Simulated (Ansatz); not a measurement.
# SnSe2 (P-3m1) in Ansatz: notebook

Aim: see how the results for SnSe2 move with the level of theory and the settings. Levels: LDA, PBE. Tasks: projected density of states.

Everything below comes from runs of Ansatz 0.2.0. Logs are shortened: lines on timing, memory, paths and dates and some standing lists are left out, and cuts for length are marked.

## 1. Starting point

The structure is trigonal, space group P-3m1 (No. 164). Conventional cell: a = 3.811 Å, b = 3.811 Å, c = 6.136 Å, α = 90.00°, β = 90.00°, γ = 120.00°. Around Sn (site symmetry -3m) lie 6 Se at 2.68 Å. Around Se (site symmetry 3m) lie 3 Sn at 2.68 Å.

## 2. Projected density of states, LDA

Contents of input.yaml:

```yaml
crystal:
  lattice:
    - [3.811, 0.0, 0.0]
    - [-1.9055, 3.3004228138, 0.0]
    - [0.0, 0.0, 6.136]
  atoms:
    - { symbol: Sn, position: [0.0, 0.0, 0.0] }
    - { symbol: Se, position: [0.6666666667, 0.3333333333, 0.751] }
    - { symbol: Se, position: [0.3333333333, 0.6666666667, 0.249] }
hamiltonian:
  xc: lda
  pseudopotentials: { kind: paw }
kpoints:
  mp_grid: { grid: [5, 5, 3] }
scf:
  occupations: { method: fermi_dirac, width: 0.05 }
  n_extra_bands: 7
output:
  forces: true
  stress: true
  eigenvalues: true
  dos: { projected: true, de: 0.05, nscf_kmesh: { grid: [8, 8, 5] } }
  write_density: true
  write_potential: true
  elf: true
  volumetric_format: npy
```

Potentials or basis: Ansatz PAW.

Run with:

```bash
ansatz run input.yaml --threads 2 --pin off --max-ram 5632MiB --backend cpu --events-out ev --progress --plain --runs-dir out
```

The program printed:

```text
Warning: RAYON_NUM_THREADS=2 ignored (pool sized by the plan → 2); use --threads N
scf.n_extra_bands = 7 over 23 filled bands (N_el = 46.0): the run solves 30 bands
Engine: ansatz 0.2.0, aarch64-unknown-linux-gnu
Pseudopotentials: kind: paw
Pseudopotential: Sn, paw, valence charge 14, recommended cutoff 420 eV (normal), Sn.paw.azcp
Pseudopotential: Se, paw, valence charge 16, recommended cutoff 420 eV (normal), Se.paw.azcp
Functional definition: SPW92
  exchange = slater_x
  correlation = pw_c
Crystal: 3 atoms, lattice volume = 77.178 Å³
Basis set: ecut = 420 eV, 1485 PW (Γ)
Bands: 30, of which v1, the nominal top of the filled ones, is band 23 counted from 1 (22 counted from 0)
Symmetry: 12 space group operations
Space group: P-3m1 (ITA 164), of the structure as read, at distance tolerance 4.3e-5 Å
k-points: 12 of 75
Non-local potential: Sn, projectors of the file, l = 0: 2, l = 1: 2, l = 2: 2, l = 3: 2
Non-local potential: Se, projectors of the file, l = 0: 2, l = 1: 2, l = 2: 3, l = 3: 1
PAW form: soft (Blöchl's): semilocal exchange-correlation on the pseudo side does not see the compensation charge
PAW frozen core: Sn, regenerated for the run's functional, and the local potential with it (the file was generated under x = pbe(κ = 0.804, μ = 0.2195149727645171), c = pbe(β = 0.06672455060314922))
PAW frozen core: Se, regenerated for the run's functional, and the local potential with it (the file was generated under x = pbe(κ = 0.804, μ = 0.2195149727645171), c = pbe(β = 0.06672455060314922))
PAW one-centre angular grid: Sn, 590 points (default); XC on 64 Gauss nodes
PAW one-centre angular grid: Se, 590 points (default); XC on 64 Gauss nodes
Initial density: superposition of atomic densities (neutral atoms: chi_scale 0, normalization atom), corrected by the library's trained network
Initial wavefunctions: pseudopotential atomic-orbital guess
Functional: x = slater, c = lda
SCF iter   1: F=—  HF=-16646.959347 eV  |F-HF|=—  |Δ(HF+E_count)|=         —  Δρ=5.27e-3  dr2=9.41e-3  ethr=1.77e-3  ⟨swp⟩=6.5  Hψ=1631  notcnv=0  defer=1
preconditioner: auto → Resta (q_TF=auto, 2.503 Å⁻¹)  ε∞=2.6  [insulator: Δε(μ)=0.666 eV  Ē_g=17.298 eV  σ=0.050 eV  W_gap=1.00  n_scr=22 (ndim 8)  ℏωp=21.6 eV  f_vac=0.080  D(μ)=0.01/eV (n_scr^D=0)  ε∞_Penn≈2.6]
SCF iter   2: F=—  HF=-16646.953865 eV  |F-HF|=—  |Δ(HF+E_count)|=   5.48e-3  Δρ=2.53e-3  dr2=2.28e-3  ethr=2.04e-5  ⟨swp⟩=2.0  Hψ=662  notcnv=0  defer=19
SCF iter   3: F=—  HF=-16646.953215 eV  |F-HF|=—  |Δ(HF+E_count)|=   6.50e-4  Δρ=4.01e-4  dr2=1.33e-4  ethr=4.96e-6  ⟨swp⟩=2.9  Hψ=653  notcnv=0  defer=19
SCF iter   4: F=—  HF=-16646.953184 eV  |F-HF|=—  |Δ(HF+E_count)|=   3.03e-5  Δρ=1.33e-4  dr2=1.60e-5  ethr=2.90e-7  ⟨swp⟩=2.0  Hψ=612  notcnv=0  defer=19
SCF iter   5: F=—  HF=-16646.953181 eV  |F-HF|=—  |Δ(HF+E_count)|=   3.38e-6  Δρ=3.55e-5  dr2=9.45e-7  ethr=3.48e-8  ⟨swp⟩=2.0  Hψ=612  notcnv=0  defer=19
SCF iter   6: F=—  HF=-16646.953181 eV  |F-HF|=—  |Δ(HF+E_count)|=   9.29e-8  Δρ=9.28e-6  dr2=1.12e-7  ethr=2.17e-10  ⟨swp⟩=12.8  Hψ=2851  notcnv=0
SCF iter   7: F=-16646.953181 eV  HF=-16646.953181 eV  |F-HF|=1.15e-9  |Δ(HF+E_count)|=   4.08e-8  Δρ=2.20e-6  dr2=5.52e-9  ethr=2.17e-10  ⟨swp⟩=8.1  Hψ=1929  notcnv=0
SCF 1 converged in 7 iterations: F = -16646.953181 eV  dr2 = 5.52e-9
NSCF: frozen V_eff on 40 k-points
SCF converged after 7 iterations
Free energy (F): -16646.953181 eV
Harris-Foulkes:  -16646.953181 eV  (|F-HF|=1.15e-9)
Internal energy: -16646.953040 eV  (E = F + TS)
E sigma→0 (E₀):  -16646.953111 eV
Entropy (-TS):   -0.000141 eV (-0.047 meV/atom)
Fermi energy:    8.134184 eV
--- Per-component energies (eV) ---
  E_band       = -874.565714
  E_kinetic    = 428.773191
  E_local      = -6124.926374  (includes V_loc(G=0)·N_el)
  E_nonlocal   = -1205.018678
  E_hartree    = 3128.615618
  E_xc         = -585.661505
  E_vxc        = -295.324126  (∫ρ·V_xc dr)
  E_paw        = -7653.399041  (= ΣΔE_a)
  E_vpaw       = 64.699747  (= ΣTr[D̂ρ^β])
  E_aug_tail   = -0.001252  (compensation charges beyond the density's cutoff)
  E_ewald      = -4640.194622
  E_core_change = 4.859623  (= ΣΔE_core)
  E_smearing   = -0.000141  (= −TS)
  E_closure    = 0.000000  (closes the sum)
  Σ components = -16646.953181   (vs F -16646.953181, Δ=0.00e0)
--- Forces (eV/Å), atoms counted from 1 ---
  atom   1  Sn     0.00000000    -0.00000000     0.00000000
  atom   2  Se    -0.00000000    -0.00000000    -0.42820563
  atom   3  Se     0.00000000     0.00000000     0.42820563
  max |Σ_I F_I| component: 4.63e-18 eV/Å
--- Stress (GPa, compression-positive) ---
        0.490173       0.000000      -0.000000
       -0.000000       0.490173       0.000000
       -0.000000       0.000000       1.790295
  P = ⅓ Tr σ = 0.9235 GPa (9.235 kbar)
--- Band table (eV; the first three rows and the last of 12) ---
  k-point 0: bands = ["-39.1591", "-39.1591", "-39.1591", "-39.1591", "-39.1263", "-39.1263", "-39.1257", "-39.1257", "-39.1133", "-39.1131", "-13.3540", "-13.3540", "-13.3128", "-13.2977", "-13.2977", "-6.2331", "-4.4515", "1.6560", "7.1217", "7.1217", "7.4486", "7.4486", "7.8207", "8.6961", "10.6201", "12.3645", "12.3645", "15.8702", "16.7897", "16.7897"]
  k-point 1: bands = ["-39.1591", "-39.1591", "-39.1591", "-39.1591", "-39.1262", "-39.1262", "-39.1258", "-39.1258", "-39.1133", "-39.1132", "-13.3540", "-13.3540", "-13.3127", "-13.2977", "-13.2977", "-6.1100", "-4.7030", "2.2940", "6.1671", "7.0491", "7.0491", "7.5704", "7.5704", "9.8870", "10.6104", "12.1566", "12.1566", "16.0438", "16.3184", "16.3184"]
  k-point 2: bands = ["-39.1591", "-39.1590", "-39.1589", "-39.1588", "-39.1263", "-39.1263", "-39.1258", "-39.1257", "-39.1132", "-39.1130", "-13.3744", "-13.3426", "-13.3083", "-13.2986", "-13.2935", "-5.8392", "-4.2146", "1.6364", "4.6801", "5.9022", "6.0999", "7.7294", "7.7388", "9.9824", "11.4390", "12.9130", "12.9818", "14.6974", "15.8510", "17.1537"]
  k-point 11: bands = ["-39.1589", "-39.1588", "-39.1586", "-39.1585", "-39.1263", "-39.1262", "-39.1261", "-39.1259", "-39.1129", "-39.1129", "-13.3991", "-13.3531", "-13.3094", "-13.2824", "-13.2764", "-4.3116", "-4.0171", "0.3423", "3.2942", "4.0377", "4.8749", "6.8586", "7.3589", "9.6515", "12.6286", "13.0715", "13.8823", "14.4031", "16.4826", "17.7580"]
```

rho_z.tsv:

```text
# z_ang	rho[e/angstrom^3]
# format = ansatz-planar-average/11
# lattice	3.811000000	0.000000000	0.000000000
# lattice	-1.905500000	3.300422814	0.000000000
# lattice	0.000000000	0.000000000	6.136000000
# sites	3
# site	50	0.000000000	0.000000000	0.000000000
# site	34	1.905500000	1.100140938	4.608136000
# site	34	0.000000000	2.200281876	1.527864000
0.000000	1.074707e0
0.136356	1.005326e0
0.272711	8.335230e-1
0.409067	6.378648e-1
0.545422	4.847878e-1
0.681778	3.979354e-1
[... 37 lines left out ...]
5.863289	8.335230e-1
5.999644	1.005326e0
```

Run time: 3.2 s. Hardware: 2 threads of Arm Neoverse V1, shared host; peak memory 0.34 GiB.

What came out:

| Property | Result |
| --- | --- |
| Free energy | -16646.9532 eV |
| Pressure | 0.9 GPa |
| Largest force | 0.428 eV/Å |
| Band gap on the k mesh | 0.66 eV, indirect (least direct gap 0.88 eV) |

Forces on the atoms (eV/Å):
```
Sn   0.000  0.000  0.000
Se   0.000  0.000 -0.428
Se   0.000  0.000  0.428
```

Stress tensor (GPa, compression positive):
```
0.49 0.00 0.00
0.00 0.49 0.00
0.00 0.00 1.79
```

States per cell in windows of 0.5 eV (zero at the valence-band top; states under -8 eV left out):
| from (eV) | total | Se 4p | Sn 5p | Sn 5s | Se 4s | Sn 4d |
| --- | --- | --- | --- | --- | --- | --- |
| -8.0 | 0.05 | 0.02 | 0.00 | 0.03 | 0.00 | 0.00 |
| -7.5 | 0.86 | 0.30 | 0.00 | 0.49 | 0.07 | 0.00 |
| -7.0 | 0.44 | 0.15 | 0.00 | 0.22 | 0.07 | 0.00 |
| -6.5 | 0.43 | 0.15 | 0.00 | 0.18 | 0.10 | 0.00 |
| -6.0 | 0.20 | 0.07 | 0.00 | 0.07 | 0.06 | 0.00 |
| -5.5 | 0.02 | 0.01 | 0.00 | 0.01 | 0.01 | 0.00 |
| -5.0 | 0.29 | 0.18 | 0.10 | 0.00 | 0.01 | 0.00 |
| -4.5 | 0.92 | 0.58 | 0.30 | 0.00 | 0.03 | 0.00 |
| -4.0 | 0.58 | 0.38 | 0.16 | 0.00 | 0.02 | 0.00 |
| -3.5 | 0.93 | 0.64 | 0.24 | 0.01 | 0.03 | 0.00 |
| -3.0 | 1.26 | 0.90 | 0.29 | 0.01 | 0.04 | 0.00 |
| -2.5 | 1.05 | 0.78 | 0.21 | 0.01 | 0.03 | 0.00 |
| -2.0 | 0.64 | 0.52 | 0.10 | 0.00 | 0.01 | 0.00 |
| -1.5 | 1.23 | 1.09 | 0.10 | 0.01 | 0.02 | 0.00 |
| -1.0 | 1.55 | 1.44 | 0.06 | 0.01 | 0.02 | 0.01 |
| -0.5 | 1.55 | 1.50 | 0.01 | 0.00 | 0.01 | 0.01 |
| 0.0 | 0.01 | 0.01 | 0.00 | 0.00 | 0.00 | 0.00 |
| 0.5 | 0.08 | 0.05 | 0.00 | 0.03 | 0.00 | 0.00 |
| 1.0 | 0.51 | 0.30 | 0.01 | 0.16 | 0.01 | 0.00 |
| 1.5 | 0.93 | 0.56 | 0.03 | 0.29 | 0.01 | 0.00 |
| 2.0 | 0.49 | 0.29 | 0.02 | 0.16 | 0.01 | 0.00 |
| 2.5 | 0.01 | 0.00 | 0.00 | 0.00 | 0.00 | 0.00 |
| 3.0 | 0.07 | 0.01 | 0.05 | 0.00 | 0.01 | 0.00 |
| 3.5 | 0.29 | 0.05 | 0.18 | 0.00 | 0.03 | 0.00 |
| 4.0 | 0.93 | 0.21 | 0.53 | 0.01 | 0.08 | 0.00 |
| 4.5 | 1.03 | 0.26 | 0.60 | 0.00 | 0.05 | 0.00 |
| 5.0 | 1.64 | 0.41 | 0.78 | 0.00 | 0.04 | 0.00 |
| 5.5 | 1.22 | 0.31 | 0.54 | 0.00 | 0.02 | 0.00 |
| 6.0 | 1.14 | 0.24 | 0.34 | 0.01 | 0.02 | 0.00 |
| 6.5 | 1.34 | 0.21 | 0.26 | 0.01 | 0.02 | 0.00 |
| 7.0 | 0.29 | 0.02 | 0.02 | 0.00 | 0.00 | 0.00 |
| 7.5 | 0.43 | 0.01 | 0.01 | 0.00 | 0.00 | 0.00 |

Caveat: odd divisions of the mesh miss points on the zone boundary, where band edges often lie, so the gap on the mesh can be too wide; spin-orbit coupling is left out, which moves the levels of the heavy elements; the PAW data sets come from PBE, with cores solved anew for the run's functional, which leaves a small shift of forces and pressure; the density of states is complete only up to the lowest level of the last band computed. A k mesh can miss the band edges.

## 3. Projected density of states, PBE

input.yaml, as its differences from that of step 2:

```diff
@@ -10,3 +10,3 @@
 hamiltonian:
-  xc: lda
+  xc: pbe
   pseudopotentials: { kind: paw }
@@ -22,5 +22 @@
   dos: { projected: true, de: 0.05, nscf_kmesh: { grid: [8, 8, 5] } }
-  write_density: true
-  write_potential: true
-  elf: true
-  volumetric_format: npy
```

Potentials or basis: Ansatz PAW.

Run with:

```bash
ansatz run input.yaml --threads 2 --pin off --max-ram 5632MiB --backend cpu --events-out ev --progress --plain --runs-dir out
```

Wall time 2.9 s (2 threads of Arm Neoverse V1, shared host); peak memory 0.34 GiB.

It converged, with:

```yaml
Free_energy: -16963.2383 eV
Pressure: 5.7 GPa
Largest_force: 0.744 eV/Å
Band_gap_on_the_k_mesh: 0.80 eV, indirect (least direct gap 1.10 eV)
```

Forces on the atoms (eV/Å):
```
Sn   0.000  0.000  0.000
Se   0.000  0.000 -0.744
Se   0.000  0.000  0.744
```

Stress tensor (GPa, compression positive):
```
5.28 0.00 0.00
0.00 5.28 0.00
0.00 0.00 6.44
```

Levels at points of the mesh, in eV from the valence-band top:
| k point | band 21 | band 22 | band 23 | band 24 | band 25 | band 26 |
| --- | --- | --- | --- | --- | --- | --- |
| (0.00, 0.00, 0.00) | -0.38 | -0.38 | 0.00 | 1.10 | 2.96 | 4.65 |

States per cell in windows of 0.5 eV (zero at the valence-band top; states under -8 eV left out):
| from (eV) | total | Se 4p | Sn 5p | Sn 5s | Se 4s | Sn 4d |
| --- | --- | --- | --- | --- | --- | --- |
| -8.0 | 0.00 | 0.00 | 0.00 | 0.00 | 0.00 | 0.00 |
| -7.5 | 0.72 | 0.26 | 0.00 | 0.41 | 0.05 | 0.00 |
| -7.0 | 0.50 | 0.18 | 0.00 | 0.26 | 0.06 | 0.00 |
| -6.5 | 0.39 | 0.14 | 0.00 | 0.17 | 0.08 | 0.00 |
| -6.0 | 0.33 | 0.13 | 0.00 | 0.12 | 0.08 | 0.00 |
| -5.5 | 0.06 | 0.02 | 0.00 | 0.02 | 0.02 | 0.00 |
| -5.0 | 0.18 | 0.11 | 0.06 | 0.00 | 0.01 | 0.00 |
| -4.5 | 0.91 | 0.57 | 0.29 | 0.00 | 0.03 | 0.00 |
| -4.0 | 0.60 | 0.40 | 0.17 | 0.00 | 0.02 | 0.00 |
| -3.5 | 0.86 | 0.59 | 0.22 | 0.01 | 0.03 | 0.00 |
| -3.0 | 1.25 | 0.90 | 0.29 | 0.01 | 0.04 | 0.00 |
| -2.5 | 1.11 | 0.83 | 0.23 | 0.01 | 0.03 | 0.00 |
| -2.0 | 0.66 | 0.53 | 0.11 | 0.01 | 0.01 | 0.00 |
| -1.5 | 1.12 | 0.98 | 0.10 | 0.01 | 0.02 | 0.00 |
| -1.0 | 1.53 | 1.41 | 0.06 | 0.01 | 0.02 | 0.01 |
| -0.5 | 1.75 | 1.70 | 0.01 | 0.00 | 0.01 | 0.01 |
| 0.0 | 0.03 | 0.03 | 0.00 | 0.00 | 0.00 | 0.00 |
| 0.5 | 0.01 | 0.01 | 0.00 | 0.00 | 0.00 | 0.00 |
| 1.0 | 0.33 | 0.19 | 0.01 | 0.11 | 0.00 | 0.00 |
| 1.5 | 0.85 | 0.50 | 0.03 | 0.28 | 0.01 | 0.00 |
| 2.0 | 0.80 | 0.46 | 0.03 | 0.27 | 0.01 | 0.00 |
| 2.5 | 0.00 | 0.00 | 0.00 | 0.00 | 0.00 | 0.00 |
| 3.0 | 0.04 | 0.00 | 0.03 | 0.00 | 0.01 | 0.00 |
| 3.5 | 0.15 | 0.02 | 0.09 | 0.00 | 0.02 | 0.00 |
| 4.0 | 0.64 | 0.13 | 0.37 | 0.01 | 0.06 | 0.00 |
| 4.5 | 1.23 | 0.30 | 0.71 | 0.01 | 0.08 | 0.00 |
| 5.0 | 1.28 | 0.31 | 0.64 | 0.00 | 0.04 | 0.00 |
| 5.5 | 1.46 | 0.37 | 0.68 | 0.00 | 0.03 | 0.00 |
| 6.0 | 1.22 | 0.28 | 0.42 | 0.00 | 0.02 | 0.00 |
| 6.5 | 1.39 | 0.23 | 0.29 | 0.01 | 0.02 | 0.00 |
| 7.0 | 0.49 | 0.05 | 0.07 | 0.00 | 0.00 | 0.00 |
| 7.5 | 0.32 | 0.01 | 0.01 | 0.00 | 0.00 | 0.00 |

Caveat: odd divisions of the mesh miss points on the zone boundary, where band edges often lie, so the gap on the mesh can be too wide; spin-orbit coupling is left out, which moves the levels of the heavy elements; this functional lacks dispersion, which binds the layers, so the pressure and a relaxed spacing across them are unreliable; the density of states is complete only up to the lowest level of the last band computed.
